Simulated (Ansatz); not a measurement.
# SiBH3BrClO: basis-set convergence

Aim: see how fast density functionals converge with the basis set for SiBH3BrClO.

Method: one geometry, several basis sets; program: Ansatz 0.2.0, Gaussian basis.

The runs, in order: PBE0-D4/def2-SVP; ωB97M-V/def2-SVP; PBE0-D4/def2-QZVPP; ωB97M-V/def2-QZVPP; the functionals' def2-TZVPP values are taken from earlier runs.

### 1 The geometry

All runs share one geometry, relaxed beforehand with PBE0-D4 in a triple-zeta def2 set.

SMILES `[SiH3]OB(Cl)Br`, 8 atoms, charge 0, spin multiplicity 1.

Atoms are counted from 1 here; the program's logs count them from 0.

Bond lengths: Si1–O2 1.670 Å, Si1–H6 1.481 Å, Si1–H7 1.481 Å, Si1–H8 1.479 Å, O2–B3 1.329 Å, B3–Cl4 1.748 Å, B3–Br5 1.932 Å. Angles: O2–Si1–H6 109.4°, O2–Si1–H7 109.3°, O2–Si1–H8 105.5°, H6–Si1–H7 110.8°, H6–Si1–H8 110.8°, H7–Si1–H8 110.8°, Si1–O2–B3 133.7°, O2–B3–Cl4 120.4°, O2–B3–Br5 120.9°, Cl4–B3–Br5 118.8°.

### 2 PBE0-D4 in def2-SVP

in.yaml reads:

```yaml
crystal:
  periodic: [false, false, false]
  atoms:
    - {symbol: Si, position_ang: [-0.995056, -0.649962, -0.448843]}
    - {symbol: O, position_ang: [-0.137054, 0.231607, 0.680382]}
    - {symbol: B, position_ang: [1.076041, 0.775107, 0.691539]}
    - {symbol: Cl, position_ang: [1.640642, 1.646892, 2.097235]}
    - {symbol: Br, position_ang: [2.246416, 0.619549, -0.837781]}
    - {symbol: H, position_ang: [-1.171081, 0.161276, -1.675034]}
    - {symbol: H, position_ang: [-0.267304, -1.904648, -0.747005]}
    - {symbol: H, position_ang: [-2.300505, -0.936820, 0.183707]}
basis:
  gaussian: {orbitals: def2-SVP}
hamiltonian: {xc: pbe0, dispersion: d4}
output: {orbitals: {seedname: orbitals}}
```

Run with:

```console
$ ansatz run in.yaml --threads 4 --pin off --events-out ev --progress --plain --max-ram 10444MiB
```

After this run come: ωB97M-V in def2-SVP; PBE0-D4 in def2-QZVPP; ωB97M-V in def2-QZVPP.

Q: Predict the results of all the runs planned. Wanted: PBE0-D4: double and triple zeta above quadruple; ωB97M-V: double and triple zeta above quadruple.

The runs gave:

| quantity | value |
| --- | --- |
| PBE0-D4: double and triple zeta above quadruple | 21.00, 2.23 eV |
| ωB97M-V: double and triple zeta above quadruple | 20.88, 2.12 eV |

**Reading.** For PBE0-D4 the step from double to triple zeta gains 18.77 eV and the next only 2.23 eV. These are total energies; as a rule much of such shifts cancels in differences, which this series doesn't test. The LUMO of ωB97M-V is positive and keeps falling with the basis (1.61 to 1.10 eV): an unbound level that the basis holds in place.
